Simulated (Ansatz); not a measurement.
# Mg: the cost of one run

Computed with Ansatz 0.2.0 (DFT PBE, scalar-relativistic, plane waves, PAW, unless a step's input says otherwise).

### Step 1. The structure to begin with

The structure is hexagonal, space group P6_3/mmc (No. 194). The conventional cell has a = 3.195 Å, b = 3.195 Å, c = 5.190 Å, α = 90.00°, β = 90.00°, γ = 120.00°. Around Mg (site symmetry -6m2) lie 12 Mg at 3.18 to 3.19 Å.

As a file:

```xyz
2
Lattice="3.1947 0.0000 0.0000 -1.5974 2.7667 0.0000 0.0000 0.0000 5.1901" Properties=species:S:1:pos:R:3 pbc="T T T"
Mg    0.0000    1.8445    1.2975
Mg    1.5974    0.9222    3.8925
```

### Step 2. Single point: Mg, no spin

File input.yaml:

```yaml
crystal:
  lattice:
    - [3.194734, 0.0, 0.0]
    - [-1.597367, 2.766721, 0.0]
    - [0.0, 0.0, 5.190056]
  atoms:
    - { symbol: Mg, position: [0.333333, 0.666667, 0.25] }
    - { symbol: Mg, position: [0.666667, 0.333333, 0.75] }
scf:
  occupations: { method: methfessel_paxton, width: 0.1 }
output:
  forces: true
  stress: true
  eigenvalues: true
kpoints:
  mp_grid: { grid: [21, 21, 12] }
hamiltonian:
  xc: pbe
basis:
  ecutwfc: 700
```

Run with:

```console
$ ansatz run input.yaml --threads 2 --pin off --max-ram 8192MiB --backend cpu --events-out ev --progress --plain --runs-dir out
```

What time and memory should one allow on 2 threads of AMD EPYC 7R43 (Zen 3), shared host?

About 15 s, with a peak of 0.66 GiB.
